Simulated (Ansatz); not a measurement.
# C₁₀H₇Cl: a ladder of functionals and wavefunction methods

One table from this session's results is given with a row withheld; the runs are named, their logs left out.

Program: Ansatz 0.2.0, Gaussian basis. Level of theory: functionals in def2-TZVPP, the program's frozen cores in correlated methods. These are calculated values, not measurements.

Plan: LDA (SPW92), PBE-D4, revPBE-D4, BLYP-D4, r2SCAN-D4, B97M-V, PBE0-D4, B3LYP-D4, r2SCANh-D4, r2SCAN0-D4, HSE06-D4, BHLYP-D4, CAM-B3LYP-D4, LC-ωPBE, ωB97X-V, ωB97M-V, B2PLYP, PBE-QIDH; CCSD(T)/def2-SVP; CCSD(T)/def2-TZVPP; MP2/def2-QZVPP; extrapolation to the limit; RPA on PBE.

### The geometry

All runs share one geometry, relaxed beforehand with PBE0-D4 in a triple-zeta def2 set.

SMILES `Clc1cccc2ccccc12`, 18 atoms, charge 0, spin multiplicity 1.

Atoms are counted from 1 here; the program's logs count them from 0.

Bond lengths: Cl1–C2 1.729 Å, C2–C3 1.367 Å, C2–C11 1.417 Å, C3–C4 1.405 Å, C3–H12 1.082 Å, C4–C5 1.366 Å, C4–H13 1.084 Å, C5–C6 1.411 Å, C5–H14 1.084 Å, C6–C7 1.412 Å, C6–C11 1.424 Å, C7–C8 1.366 Å, C7–H15 1.085 Å, C8–C9 1.407 Å, C8–H16 1.084 Å, C9–C10 1.367 Å, C9–H17 1.084 Å, C10–C11 1.410 Å and more. Angles: Cl1–C2–C3 118.6°, Cl1–C2–C11 119.6°, C3–C2–C11 121.8°, C2–C3–C4 119.9°, C2–C3–H12 119.6°, C4–C3–H12 120.5°, C3–C4–C5 120.4°, C3–C4–H13 119.1°, C5–C4–H13 120.5°, C4–C5–C6 120.6°, C4–C5–H14 120.6°, C6–C5–H14 118.8°, C5–C6–C7 121.5°, C5–C6–C11 119.8°, C7–C6–C11 118.8°, C6–C7–C8 121.0°, C6–C7–H15 118.4°, C8–C7–H15 120.6° and more.

Set-up of the first run:

File in.yaml:

```yaml
crystal:
  periodic: [false, false, false]
  atoms:
    - {symbol: Cl, position_ang: [2.344663, -2.213182, 0.869390]}
    - {symbol: C, position_ang: [1.510849, -1.034800, -0.082642]}
    - {symbol: C, position_ang: [2.039154, -0.678901, -1.291962]}
    - {symbol: C, position_ang: [1.384547, 0.276089, -2.088353]}
    - {symbol: C, position_ang: [0.222030, 0.852492, -1.662158]}
    - {symbol: C, position_ang: [-0.340465, 0.499510, -0.417288]}
    - {symbol: C, position_ang: [-1.541138, 1.083891, 0.040800]}
    - {symbol: C, position_ang: [-2.077999, 0.735336, 1.248022]}
    - {symbol: C, position_ang: [-1.434152, -0.219083, 2.056050]}
    - {symbol: C, position_ang: [-0.269506, -0.806143, 1.644960]}
    - {symbol: C, position_ang: [0.308090, -0.466254, 0.403861]}
    - {symbol: H, position_ang: [2.960651, -1.136597, -1.628297]}
    - {symbol: H, position_ang: [1.814391, 0.549003, -3.044882]}
    - {symbol: H, position_ang: [-0.285922, 1.589818, -2.273872]}
    - {symbol: H, position_ang: [-2.030830, 1.818966, -0.588917]}
    - {symbol: H, position_ang: [-3.000551, 1.192696, 1.586245]}
    - {symbol: H, position_ang: [-1.865348, -0.491090, 3.012447]}
    - {symbol: H, position_ang: [0.224037, -1.540249, 2.268397]}
basis:
  gaussian: {orbitals: def2-TZVPP}
hamiltonian: {xc: lda}
output: {orbitals: {seedname: orbitals}}
```

Launch:

```bash
$ ansatz run in.yaml --threads 4 --pin off --events-out ev --progress --plain --max-ram 66560MiB --backend cuda --devices 0, --max-vram 37GiB
```

Steps of the session up to this table: LDA; PBE-D4 (GGA); revPBE-D4 (GGA); BLYP-D4 (GGA); r2SCAN-D4 (meta-GGA); B97M-V (meta-GGA); PBE0-D4 (hybrid); B3LYP-D4 (hybrid); r2SCANh-D4 (hybrid); r2SCAN0-D4 (hybrid); HSE06-D4 (hybrid); BHLYP-D4 (hybrid); CAM-B3LYP-D4 (range-separated); LC-ωPBE (range-separated); ωB97X-V (range-separated); ωB97M-V (range-separated); B2PLYP (double hybrid); PBE-QIDH (double hybrid).

One of the session's tables, all rows but one given; the rest of the session is left out.

It belongs to the step «Orbital energies across the functionals». 

| functional | HOMO (eV) | LUMO (eV) | gap (eV) |
| --- | --- | --- | --- |
| LDA (SPW92) | ? | ? | ? |
| PBE-D4 | -5.54 | -2.24 | 3.30 |
| revPBE-D4 | -5.46 | -2.15 | 3.31 |
| BLYP-D4 | -5.34 | -2.06 | 3.29 |
| r2SCAN-D4 | -5.68 | -2.13 | 3.55 |
| B97M-V | -5.64 | -2.03 | 3.61 |
| PBE0-D4 | -6.42 | -1.44 | 4.98 |
| B3LYP-D4 | -6.21 | -1.59 | 4.62 |
| r2SCANh-D4 | -6.02 | -1.84 | 4.18 |
| r2SCAN0-D4 | -6.52 | -1.40 | 5.13 |
| HSE06-D4 | -6.04 | -1.81 | 4.23 |
| BHLYP-D4 | -7.11 | -0.47 | 6.64 |
| CAM-B3LYP-D4 | -7.52 | -0.42 | 7.10 |
| LC-ωPBE | -8.73 | 0.49 | 9.22 |
| ωB97X-V | -8.40 | 0.51 | 8.91 |
| ωB97M-V | -8.33 | 0.46 | 8.79 |

Q: Estimate the row for LDA (SPW92) from the others.

As computed: HOMO (eV): -5.75; LUMO (eV): -2.48; gap (eV): 3.27. In the column «HOMO (eV)» it lies between r2SCANh-D4 (-6.02) and r2SCAN-D4 (-5.68).
